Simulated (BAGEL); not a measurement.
# A workflow on CH7BGe (SMILES C[BH][GeH3])

Aim: a single-point energy (HF/def2-SV(P)), then a single-point energy (NEVPT2(2,2)/def2-SV(P)) of CH7BGe. 

The calculation is run with BAGEL 1.2.2.

**1. The system as given**

The species is CH7BGe (10 atoms), meant as a singlet with charge 0. As SMILES, `C[BH][GeH3]`. The Ge3–H8 distance was set to 3.551 Å, away from the relaxed value. At this shape a bond of the SMILES string is far longer than usual.

Bond lengths: C1–B2 1.548 Å, B2–Ge3 2.066 Å, C1–H4 1.093 Å, C1–H5 1.106 Å, C1–H6 1.091 Å, B2–H7 1.200 Å, Ge3–H9 1.542 Å, Ge3–H10 1.542 Å. Some angles: C1–B2–Ge3 123.5°, C1–B2–H7 119.3°, Ge3–B2–H7 117.1°, B2–C1–H4 114.7°, B2–C1–H5 102.9°, B2–C1–H6 116.2°, B2–Ge3–H9 113.8°, B2–Ge3–H10 112.1°, H4–C1–H5 105.3°, H4–C1–H6 110.4°.

**2. A single-point energy at HF/def2-SV(P) (density fitting with svp-jkfit) (run 1)**

Input file input.json:

```json
{ "bagel": [

{
  "title": "molecule",
  "basis": "def2-sv_p_.json",
  "df_basis": "svp-jkfit",
  "angstrom": false,
  "geometry": [
    { "atom": "C", "xyz": [    -1.81513486,     5.34348786,    -1.50499867 ] },
    { "atom": "B", "xyz": [     0.44762321,     3.50856379,    -1.76956033 ] },
    { "atom": "Ge", "xyz": [     2.57394304,     2.25832098,     1.25645811 ] },
    { "atom": "H", "xyz": [    -3.25378335,     5.15546011,    -2.97388279 ] },
    { "atom": "H", "xyz": [    -0.93830193,     7.21299391,    -1.82606314 ] },
    { "atom": "H", "xyz": [    -2.69536928,     5.43929697,     0.35732642 ] },
    { "atom": "H", "xyz": [     1.08994112,     2.83071903,    -3.83559790 ] },
    { "atom": "H", "xyz": [     1.73552447,    -4.36035406,     1.98099990 ] },
    { "atom": "H", "xyz": [     1.85187869,     3.49741440,     3.79322646 ] },
    { "atom": "H", "xyz": [     5.42591771,     2.68596601,     0.84166323 ] }
  ]
},

{
  "title": "hf",
  "charge": 0
},

{
  "title": "print",
  "file": "orbitals.molden",
  "orbitals": true
}

]}
```

The basis set def2-SV(P) is read from a file made from the Basis Set Exchange's data (not shown).

Launch:

```sh
$ BAGEL_NUM_THREADS=1 BAGEL input.json > input.out
```

Log:

```text
* using 1 threads per process

  ===============================================================
  ===============================================================

  *** Geometry ***

  { "atom" : "C", "xyz" : [     -1.815135,      5.343488,     -1.504999 ] },
  { "atom" : "B", "xyz" : [      0.447623,      3.508564,     -1.769560 ] },
  { "atom" : "Ge", "xyz" : [      2.573943,      2.258321,      1.256458 ] },
  { "atom" : "H", "xyz" : [     -3.253783,      5.155460,     -2.973883 ] },
  { "atom" : "H", "xyz" : [     -0.938302,      7.212994,     -1.826063 ] },
  { "atom" : "H", "xyz" : [     -2.695369,      5.439297,      0.357326 ] },
  { "atom" : "H", "xyz" : [      1.089941,      2.830719,     -3.835598 ] },
  { "atom" : "H", "xyz" : [      1.735524,     -4.360354,      1.981000 ] },
  { "atom" : "H", "xyz" : [      1.851879,      3.497414,      3.793226 ] },
  { "atom" : "H", "xyz" : [      5.425918,      2.685966,      0.841663 ] },

  Number of auxiliary basis functions:      542

  Since a DF basis is specified, we compute 2- and 3-index integrals:
    o Being stored without compression. Storage requirement is 0.024 GB

  Number of basis functions:       74
  Number of electrons      :       50

    * METHOD: MOLECULE                             0.29

  *** RHF ***

  === Nuclear Repulsion ===
   153.4356342612

      * DIIS with orbital gradients will be used.

  === RHF iteration (def2-sv_p_.json) ===
      0      -2141.32235904          0.01405054           0.07
      1      -2141.42649370          0.00607632           0.07
      2      -2141.44424544          0.00148475           0.07
      3      -2141.44593903          0.00045149           0.07
      4      -2141.44603323          0.00011338           0.07
      5      -2141.44604834          0.00003257           0.07
      6      -2141.44604953          0.00001273           0.07
      7      -2141.44604977          0.00000468           0.06
      8      -2141.44604980          0.00000147           0.07
      9      -2141.44604980          0.00000063           0.07
     10      -2141.44604980          0.00000023           0.07
     11      -2141.44604980          0.00000008           0.07
     12      -2141.44604980          0.00000003           0.07
     13      -2141.44604980          0.00000001           0.07
     14      -2141.44604980          0.00000000           0.07
    * SCF iteration converged.

    * Permanent dipole moment:
           (    0.186548,    -2.062294,     0.525607) a.u.

    * METHOD: HF                                   1.22

    * METHOD: PRINT                                0.01

  ===============================================================
```

Wall time 1.8 s (1 thread of Intel Xeon Platinum 8488C (Sapphire Rapids), shared host); peak memory 0.15 GiB.

**3. The energy at NEVPT2(2,2)/def2-SV(P) (density fitting with svp-jkfit) (run 2)**

Input file calc.json:

```json
{ "bagel" : [

{
  "title" : "molecule",
  "basis" : "def2-sv_p_.json",
  "df_basis" : "svp-jkfit",
  "geometry" : [
    { "atom" : "C", "xyz" : [ -1.81513486,  5.34348786, -1.50499867 ] },
    { "atom" : "B", "xyz" : [  0.44762321,  3.50856379, -1.76956033 ] },
    { "atom" : "Ge", "xyz" : [  2.57394304,  2.25832098,  1.25645811 ] },
    { "atom" : "H", "xyz" : [ -3.25378335,  5.15546011, -2.97388279 ] },
    { "atom" : "H", "xyz" : [ -0.93830193,  7.21299391, -1.82606314 ] },
    { "atom" : "H", "xyz" : [ -2.69536928,  5.43929697,  0.35732642 ] },
    { "atom" : "H", "xyz" : [  1.08994112,  2.83071903, -3.83559790 ] },
    { "atom" : "H", "xyz" : [  1.73552447, -4.36035406,  1.98099990 ] },
    { "atom" : "H", "xyz" : [  1.85187869,  3.49741440,  3.79322646 ] },
    { "atom" : "H", "xyz" : [  5.42591771,  2.68596601,  0.84166323 ] }
  ]
},
{
  "title" : "hf"
},
{
  "title" : "nevpt2",
  "nstate" : 1,
  "nact" : 2,
  "nclosed" : 24,
  "active" : [25, 26],
  "maxiter" : 200,
  "natocc" : "true",
  "ncore" : 11
},
{
  "title" : "print",
  "file" : "orbitals.molden",
  "orbitals" : "true"
}

]}
```

The basis set def2-SV(P) is read from a file made from the Basis Set Exchange's data (not shown).

Launch:

```sh
$ BAGEL_NUM_THREADS=1 BAGEL calc.json > calc.out
```

Log:

```text
* using 1 threads per process

  ===============================================================
  ===============================================================

  *** Geometry ***

  { "atom" : "C", "xyz" : [     -1.815135,      5.343488,     -1.504999 ] },
  { "atom" : "B", "xyz" : [      0.447623,      3.508564,     -1.769560 ] },
  { "atom" : "Ge", "xyz" : [      2.573943,      2.258321,      1.256458 ] },
  { "atom" : "H", "xyz" : [     -3.253783,      5.155460,     -2.973883 ] },
  { "atom" : "H", "xyz" : [     -0.938302,      7.212994,     -1.826063 ] },
  { "atom" : "H", "xyz" : [     -2.695369,      5.439297,      0.357326 ] },
  { "atom" : "H", "xyz" : [      1.089941,      2.830719,     -3.835598 ] },
  { "atom" : "H", "xyz" : [      1.735524,     -4.360354,      1.981000 ] },
  { "atom" : "H", "xyz" : [      1.851879,      3.497414,      3.793226 ] },
  { "atom" : "H", "xyz" : [      5.425918,      2.685966,      0.841663 ] },

  Number of auxiliary basis functions:      542

  Since a DF basis is specified, we compute 2- and 3-index integrals:
    o Being stored without compression. Storage requirement is 0.024 GB

  Number of basis functions:       74
  Number of electrons      :       50

    * METHOD: MOLECULE                             0.28

  *** RHF ***

  === Nuclear Repulsion ===
   153.4356342612

      * DIIS with orbital gradients will be used.

  === RHF iteration (def2-sv_p_.json) ===
      0      -2141.32235904          0.01405054           0.07
      1      -2141.42649370          0.00607632           0.07
      2      -2141.44424544          0.00148475           0.07
      3      -2141.44593903          0.00045149           0.07
      4      -2141.44603323          0.00011338           0.07
      5      -2141.44604834          0.00003257           0.07
      6      -2141.44604953          0.00001273           0.07
      7      -2141.44604977          0.00000468           0.07
      8      -2141.44604980          0.00000147           0.07
      9      -2141.44604980          0.00000063           0.07
     10      -2141.44604980          0.00000023           0.07
     11      -2141.44604980          0.00000008           0.07
     12      -2141.44604980          0.00000003           0.07
     13      -2141.44604980          0.00000001           0.07
     14      -2141.44604980          0.00000000           0.07
    * SCF iteration converged.

    * Permanent dipole moment:
           (    0.186548,    -2.062294,     0.525607) a.u.

    * METHOD: HF                                   1.26

    * freezing 11 orbitals
  ---------------------------
      CASSCF calculation
  ---------------------------

    ==== Active orbitals : =====
         Orbital 25
         Orbital 26
    ============================

    * nstate   :      1
    * nclosed  :     24
    * nact     :      2
    * nvirt    :     48
  === CASSCF iteration (def2-sv_p_.json) ===

    * Using the second-order algorithm

      0  0     -2141.51062910     6.70e-03      0.02

      1  0     -2141.53948937     6.89e-04      0.39

      2  0     -2141.53977397     1.40e-04      0.38

      3  0     -2141.53978305     3.89e-05      0.37

      4  0     -2141.53978373     1.07e-05      0.36

      5  0     -2141.53978378     2.93e-06      0.35

      6  0     -2141.53978378     8.02e-07      0.34

      7  0     -2141.53978378     2.20e-07      0.35

      8  0     -2141.53978378     6.02e-08      0.31

      9  0     -2141.53978378     1.65e-08      0.30

     10  0     -2141.53978378     4.52e-09      0.27

    * Second-order optimization converged. *

     guess   0:   closed 1.                   open ..

  === FCI iteration ===

      0  0     -2141.42908767     8.12e-02      0.00
      1  0     -2141.53620635     1.66e-02      0.00
      2  0 *   -2141.53978378     5.52e-16      0.00

     * ci vector, state   0, <S^2> = 0.0000
       2.     0.8232131310
       .2    -0.5677324554

  === DF-NEVPT2 calculation ===

    * 3-index integral transformation done
    * assembly done

      NEVPT2 correlation energy:   -0.4025569204      0.12

          (+0)     -0.3722648826
          (+0)'    -0.0045600159
          (+1)     -0.0061248220
          (+1)'    -0.0000000000
          (+2)     -0.0000759502
          (-1)     -0.0194290641
          (-1)'     0.0000000000
          (-2)     -0.0001021856

      NEVPT2 total energy:       -2141.9423407033

    * METHOD: NEVPT2                               3.86

    * METHOD: PRINT                                0.01

  ===============================================================
```

It took 5.7 s on 1 thread of Intel Xeon Platinum 8488C (Sapphire Rapids), shared host; peak memory 0.15 GiB.

**4. What came out**

```
                                   quantity           value
         run 1, HF/def2-SV(P): total energy  -2141.44605 Eh
        run 1, HF/def2-SV(P): dipole moment          5.43 D
          run 1, HF/def2-SV(P): HOMO energy        -7.31 eV
          run 1, HF/def2-SV(P): LUMO energy        -1.39 eV
        run 1, HF/def2-SV(P): HOMO–LUMO gap         5.92 eV
run 2, NEVPT2(2,2)/def2-SV(P): total energy  -2141.94234 Eh
```

What this shows: One bond (run 1, HF/def2-SV(P)) is far stretched, which a spin-restricted single reference describes badly; a broken-symmetry solution may lie lower.
